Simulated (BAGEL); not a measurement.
# AlHSBr (SMILES [SH][Al][Br]) at UHF/STO-3G (density fitting with qzvpp-jkfit)

Aim: the vertical ionisation energy of AlHSBr at UHF/STO-3G (density fitting with qzvpp-jkfit), from 2 runs. 

Program for the calculation: BAGEL 1.2.2.

3 further runs of the same task are left out: 1 for a known fault of the program, 1 that didn't finish, 1 set aside as unsound or not needed.

## 1. The molecule

AlHSBr: 4 atoms, total charge 0, spin state doublet. SMILES: `[SH][Al][Br]`. Geometry: relaxed at PBE0-D4/def2-TZVP.

Bond lengths: S1–Al2 2.193 Å, Al2–Br3 2.270 Å, S1–H4 1.345 Å. Angles: S1–Al2–Br3 115.4°, Al2–S1–H4 93.0°.

## 2. A single-point energy at UHF/STO-3G (density fitting with qzvpp-jkfit)

hf.json

```json
{ "bagel": [

{
  "title": "molecule",
  "basis": "sto-3g",
  "df_basis": "qzvpp-jkfit",
  "angstrom": "true",
  "geometry": [
    { "atom": "S", "xyz": [    0.335000,    1.032000,   -0.766800 ] },
    { "atom": "Al", "xyz": [   -0.343200,   -0.500000,    0.648800 ] },
    { "atom": "Br", "xyz": [    0.369500,   -2.610800,    0.213000 ] },
    { "atom": "H", "xyz": [   -0.305700,    2.018500,   -0.115400 ] }
  ]
},
{ "title": "uhf", "nopen": 1 },
{ "title": "print", "file": "orbitals.molden", "orbitals": "true" }

]}
```

Run with:

```sh
$ BAGEL_NUM_THREADS=1 BAGEL hf.json > hf.out
```

Standard output:

```text
* using 1 threads per process

  ===============================================================
  ===============================================================

  *** Geometry ***

  { "atom" : "S", "xyz" : [      0.633058,      1.950197,     -1.449042 ] },
  { "atom" : "Al", "xyz" : [     -0.648554,     -0.944863,      1.226054 ] },
  { "atom" : "Br", "xyz" : [      0.698254,     -4.933697,      0.402512 ] },
  { "atom" : "H", "xyz" : [     -0.577689,      3.814412,     -0.218074 ] },

  Number of auxiliary basis functions:      540

  Since a DF basis is specified, we compute 2- and 3-index integrals:
    o Being stored without compression. Storage requirement is 0.006 GB

  Number of basis functions:       37
  Number of electrons      :       65

    * METHOD: MOLECULE                             0.21

  *** Open-shell HF ***

  === Nuclear Repulsion ===
   247.6600993597

      * DIIS with orbital gradients will be used.

  === UHF iteration (sto-3g) ===
      0      -3177.41981550          0.01857025           0.08
      1      -3177.49389524          0.00440134           0.08
      2      -3177.50020686          0.00150950           0.08
      3      -3177.50135203          0.00075053           0.08
      4      -3177.50197263          0.00012452           0.08
      5      -3177.50201518          0.00005833           0.08
      6      -3177.50202752          0.00001751           0.08
      7      -3177.50202877          0.00000477           0.08
      8      -3177.50202883          0.00000197           0.08
      9      -3177.50202884          0.00000050           0.08
     10      -3177.50202884          0.00000017           0.08
     11      -3177.50202884          0.00000004           0.08
     12      -3177.50202884          0.00000002           0.08
     13      -3177.50202884          0.00000001           0.08
    * SCF iteration converged.

    * S^2 (UHF) is 0.7579

    * Permanent dipole moment:
           (    0.907837,    -0.973524,    -1.040242) a.u.

    * METHOD: UHF                                  1.21

    * METHOD: PRINT                                0.00

  ===============================================================
```

It took 1.6 s on 1 thread of Arm Neoverse V1, shared host; peak memory 0.081 GiB.

## 3. The singlet cation

input.json

```json
{ "bagel": [

{
  "title": "molecule",
  "basis": "sto-3g",
  "df_basis": "qzvpp-jkfit",
  "angstrom": true,
  "geometry": [
    { "atom": "S", "xyz": [    0.335000,    1.032000,   -0.766800 ] },
    { "atom": "Al", "xyz": [   -0.343200,   -0.500000,    0.648800 ] },
    { "atom": "Br", "xyz": [    0.369500,   -2.610800,    0.213000 ] },
    { "atom": "H", "xyz": [   -0.305700,    2.018500,   -0.115400 ] }
  ]
},
{ "title": "hf", "charge": 1 },
{ "title": "print", "file": "orbitals.molden", "orbitals": true }

]}
```

Run with:

```sh
$ BAGEL_NUM_THREADS=1 BAGEL input.json > input.out
```

Standard output:

```text
* using 1 threads per process

  ===============================================================
  ===============================================================

  *** Geometry ***

  { "atom" : "S", "xyz" : [      0.633058,      1.950197,     -1.449042 ] },
  { "atom" : "Al", "xyz" : [     -0.648554,     -0.944863,      1.226054 ] },
  { "atom" : "Br", "xyz" : [      0.698254,     -4.933697,      0.402512 ] },
  { "atom" : "H", "xyz" : [     -0.577689,      3.814412,     -0.218074 ] },

  Number of auxiliary basis functions:      540

  Since a DF basis is specified, we compute 2- and 3-index integrals:
    o Being stored without compression. Storage requirement is 0.006 GB

  Number of basis functions:       37
  Number of electrons      :       65

    * METHOD: MOLECULE                             0.21

  *** RHF ***

  === Nuclear Repulsion ===
   247.6600993597

      * DIIS with orbital gradients will be used.

  === RHF iteration (sto-3g) ===
      0      -3177.20262297          0.01295451           0.04
      1      -3177.30455572          0.00558416           0.04
      2      -3177.32152247          0.00062523           0.04
      3      -3177.32191536          0.00014681           0.04
      4      -3177.32194426          0.00003602           0.04
      5      -3177.32194621          0.00001089           0.04
      6      -3177.32194639          0.00000250           0.04
      7      -3177.32194640          0.00000061           0.04
      8      -3177.32194640          0.00000020           0.04
      9      -3177.32194640          0.00000006           0.04
     10      -3177.32194640          0.00000002           0.04
     11      -3177.32194640          0.00000001           0.04
    * SCF iteration converged.

    * Permanent dipole moment:
           (    1.569737,    -2.374098,    -1.603567) a.u.

    * METHOD: HF                                   0.60

    * METHOD: PRINT                                0.00

  ===============================================================
```

It took 0.93 s on 1 thread of Arm Neoverse V1, shared host; peak memory 0.081 GiB.

## 4. Results

Level: UHF/STO-3G (density fitting with qzvpp-jkfit).

| quantity | value |
| --- | --- |
| doublet AlHSBr: total energy | -3177.50203 Eh |
| doublet AlHSBr: dipole moment | 4.29 D |
| doublet AlHSBr: ⟨S²⟩ | 0.758 |
| singlet cation: total energy | -3177.32195 Eh |
| singlet cation: HOMO energy | -13.74 eV |
| singlet cation: LUMO energy | -4.20 eV |
| singlet cation: HOMO–LUMO gap | 9.55 eV |
| vertical ionisation energy (to the singlet cation) | 4.900 eV |

In words: The vertical ionisation energy comes to 4.90 eV (473 kJ/mol). Only the singlet of the ionised species was computed; a triplet could lie lower. In a minimal basis such a difference can be off by several eV, whatever the method.
